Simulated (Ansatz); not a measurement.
**CH9BSi2: one species, many methods**

The task here is to estimate one member of a computed series from the others.

Computed with Ansatz 0.2.0, Gaussian basis. Level: functionals in def2-TZVPP, the program's frozen cores in correlated methods.

The runs, in order: LDA (SPW92), PBE-D4, revPBE-D4, BLYP-D4, r2SCAN-D4, B97M-V, PBE0-D4, B3LYP-D4, r2SCANh-D4, r2SCAN0-D4, HSE06-D4, BHLYP-D4, CAM-B3LYP-D4, LC-ωPBE, ωB97X-V, ωB97M-V, B2PLYP, PBE-QIDH; CCSD(T)/def2-SVP; CCSD(T)/def2-TZVPP; MP2/def2-QZVPP; extrapolation to the limit; RPA on PBE.

### The relaxed structure

The geometry comes from an earlier relaxation with PBE0-D4 in a triple-zeta def2 set; it is a stationary point, not always the lowest conformer.

SMILES `BC[SiH2][SiH3]`, 13 atoms, charge 0, spin multiplicity 1.

Atoms are counted from 1 here; the program's logs count them from 0.

Bond lengths: B1–C2 1.530 Å, B1–H5 1.199 Å, B1–H6 1.198 Å, C2–Si3 1.908 Å, C2–H7 1.093 Å, C2–H8 1.093 Å, Si3–Si4 2.343 Å, Si3–H9 1.489 Å, Si3–H10 1.488 Å, Si4–H11 1.488 Å, Si4–H12 1.488 Å, Si4–H13 1.488 Å. Angles: C2–B1–H5 120.3°, C2–B1–H6 121.0°, H5–B1–H6 118.5°, B1–C2–Si3 104.1°, B1–C2–H7 115.1°, B1–C2–H8 116.1°, Si3–C2–H7 104.5°, Si3–C2–H8 104.5°, H7–C2–H8 110.9°, C2–Si3–Si4 112.7°, C2–Si3–H9 108.0°, C2–Si3–H10 109.7°, Si4–Si3–H9 109.2°, Si4–Si3–H10 109.1°, H9–Si3–H10 108.1°, Si3–Si4–H11 110.3°, Si3–Si4–H12 110.0°, Si3–Si4–H13 110.6° and more.

The first run:

Contents of in.yaml:

```yaml
crystal:
  periodic: [false, false, false]
  atoms:
    - {symbol: B, position_ang: [-1.568717, 0.479482, 0.879063]}
    - {symbol: C, position_ang: [-0.672210, -0.702585, 1.252972]}
    - {symbol: Si, position_ang: [0.998511, -0.297111, 0.425441]}
    - {symbol: Si, position_ang: [0.766252, 0.331341, -1.819216]}
    - {symbol: H, position_ang: [-2.205011, 0.457606, -0.136843]}
    - {symbol: H, position_ang: [-1.584665, 1.476666, 1.542858]}
    - {symbol: H, position_ang: [-0.965442, -1.662928, 0.820311]}
    - {symbol: H, position_ang: [-0.434079, -0.809563, 2.314433]}
    - {symbol: H, position_ang: [1.857499, -1.510654, 0.506964]}
    - {symbol: H, position_ang: [1.675717, 0.798622, 1.170269]}
    - {symbol: H, position_ang: [-0.005232, -0.699051, -2.565990]}
    - {symbol: H, position_ang: [2.107277, 0.472225, -2.448949]}
    - {symbol: H, position_ang: [0.050601, 1.631251, -1.926514]}
basis:
  gaussian: {orbitals: def2-TZVPP}
hamiltonian: {xc: lda}
output: {orbitals: {seedname: orbitals}}
```

Command:

```sh
$ ansatz run in.yaml --threads 4 --pin off --events-out ev --progress --plain --max-ram 10444MiB
```

Steps of the session up to this table: LDA; PBE-D4 (GGA); revPBE-D4 (GGA); BLYP-D4 (GGA); r2SCAN-D4 (meta-GGA); B97M-V (meta-GGA); PBE0-D4 (hybrid); B3LYP-D4 (hybrid); r2SCANh-D4 (hybrid); r2SCAN0-D4 (hybrid); HSE06-D4 (hybrid); BHLYP-D4 (hybrid); CAM-B3LYP-D4 (range-separated); LC-ωPBE (range-separated); ωB97X-V (range-separated); ωB97M-V (range-separated); B2PLYP (double hybrid); PBE-QIDH (double hybrid).

One table of the session follows, with a row left open; its other results are not shown here.

It belongs to the step «Orbital energies across the functionals». 

```
  functional  HOMO (eV)  LUMO (eV)  gap (eV)
 LDA (SPW92)      -7.20      -2.66      4.53
      PBE-D4          ?          ?         ?
   revPBE-D4      -7.09      -2.27      4.81
     BLYP-D4      -6.99      -2.22      4.76
   r2SCAN-D4      -7.37      -2.04      5.33
      B97M-V      -7.49      -2.20      5.30
     PBE0-D4      -8.23      -1.43      6.79
    B3LYP-D4      -8.03      -1.63      6.40
  r2SCANh-D4      -7.77      -1.72      6.06
  r2SCAN0-D4      -8.38      -1.23      7.15
    HSE06-D4      -7.83      -1.81      6.02
    BHLYP-D4      -9.24      -0.40      8.84
CAM-B3LYP-D4      -9.51      -0.34      9.17
     LC-ωPBE     -10.82       0.82     11.63
     ωB97X-V     -10.50       0.72     11.21
     ωB97M-V     -10.26       0.45     10.71
```

**Question.** Estimate the row for PBE-D4.

The run gave: HOMO (eV): -7.12; LUMO (eV): -2.39; gap (eV): 4.73. In the column «HOMO (eV)» it lies between LDA (SPW92) (-7.20) and revPBE-D4 (-7.09).
